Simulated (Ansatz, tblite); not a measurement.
PdSO: GFN2-xTB, run from Python

These are simulated results from tblite 0.8.0, not measurements. The cell was built from a prototype and was relaxed with r2SCAN in plane waves (Ansatz 0.2.0). It may be hypothetical. It is a single sheet, repeated along a and b, with vacuum along c. All runs are without spin polarisation.

In-plane lattice: a = 3.290 Å, b = 3.290 Å, γ = 120.0°; thickness between the outer nuclei 2.22 Å. Pd is surrounded by 3 O at 2.13 Å and 3 S at 2.28 Å; O is surrounded by 3 Pd at 2.13 Å; S is surrounded by 3 Pd at 2.28 Å.

tblite solves periodic systems at the zone centre alone, so the script builds a cluster of 3×3×1 conventional cells (27 atoms), which folds in a coarse mesh of k points.

run.py reads:

```python
import json
from ase import Atoms
from ase.build import make_supercell
from ase.units import Bohr, GPa, Hartree
from tblite.interface import Calculator

atoms = Atoms(['Pd', 'O', 'S'],
              cell=[[3.289521, -0.0, -0.0], [-1.64476, 2.848809, -0.0], [-0.0, -0.0, 29.164131]],
              scaled_positions=[[0.0, -0.0, 0.312043], [0.333333, 0.666667, 0.345012], [0.666667, 0.333333, 0.26874]],
              pbc=True)
cluster = make_supercell(atoms, [[3, 0, 0], [0, 3, 0], [0, 0, 1]])
calc = Calculator('GFN2-xTB', cluster.numbers, cluster.positions / Bohr, lattice=cluster.cell[:] / Bohr, periodic=cluster.pbc)
calc.set('temperature', 0.02 / Hartree)
calc.set('max-iter', 150)
res = calc.singlepoint()
levels = res.get('orbital-energies') * Hartree
nv = round(res.get('orbital-occupations').sum() / 2)
cells = len(cluster) // len(atoms)
out = {'energy_per_cell': res.get('energy') * Hartree / cells, 'homo': levels[nv - 1], 'lumo': levels[nv],
       'stress': (-res.get('virial') * Hartree / cluster.get_volume() / GPa).tolist(), 'charges': res.get('charges')[:len(atoms)].tolist(), 'electrons': 2 * nv / cells}
json.dump(out, open('results.json', 'w'))
for key, value in out.items():
    print(key, value)
```

Command: `python run.py`. It took 1 s on 1 thread of Arm Neoverse V2, on a shared host, peak memory 0.096 GiB.

The log:

```
------------------------------------------------------------
  cycle        total energy    energy error   density error
------------------------------------------------------------
      1     -104.3407892560  -1.0443871E+02   5.1640506E-01
      2     -95.80499201118   8.5357972E+00   5.0044194E-01
      3     -102.1634713982  -6.3584794E+00   3.6901882E-01
      4     -106.5046270795  -4.3411557E+00   2.7671084E-01
      5     -106.5775496490  -7.2922569E-02   1.4844394E-01
      6     -106.8203487379  -2.4279909E-01   6.1845365E-02
      7     -106.8315789393  -1.1230201E-02   1.9739269E-02
      8     -106.8351619575  -3.5830183E-03   4.3088091E-03
      9     -106.8353276678  -1.6571028E-04   1.4889111E-03
     10     -106.8353723469  -4.4679148E-05   7.2555719E-04
     11     -106.8353939812  -2.1634245E-05   3.9847192E-04
     12     -106.8354024627  -8.4814687E-06   1.0948491E-04
     13     -106.8354025854  -1.2273540E-07   7.5486335E-05
     14     -106.8354028504  -2.6499657E-07   2.9751416E-05
     15     -106.8354028556  -5.1602029E-09   6.1213600E-06
------------------------------------------------------------

 total:                                   0.462 sec
energy_per_cell -323.01548757457306
homo -13.182463039030207
lumo -11.924019737778266
stress [[1.4412834603761184, -0.00014215377712645805, 1.6328663412712996e-05], [-0.00014215377712647909, 1.441117734591549, -8.615695394329828e-06], [1.632866341265088e-05, -8.615695394345305e-06, 0.789716676053147]]
charges [0.6800118712618939, -0.5150232779924502, -0.16499135458285458]
electrons 22.0
```

The cycle table is in hartree for the whole cluster, and the lines after it are in eV (the energy for one cell). The printed stress is in GPa and positive in compression, and the pressure is its mean diagonal, here averaged over the vacuum too.

GFN2-xTB gives a gap of 1.26 eV. On the same cell, plane-wave PBE (Ansatz, 12×12×1 k points and the special points) gives a gap of 0.83 eV and r2SCAN a gap of 0.99 eV; on shared hosts these took about 13 and 32 core-seconds on the 3-atom cell, against 1 for the script. Semilocal gaps usually lie below measured ones. xTB was fitted to molecules, so gaps, charges and pressures of solids can be far off, and the gap also depends on the size of the cluster.

xTB was fitted mostly to molecules, and a small cluster samples few k points, so gaps, pressures and kinks along a curve can be far from a solid's.

The runs are scalar-relativistic, without spin-orbit coupling.
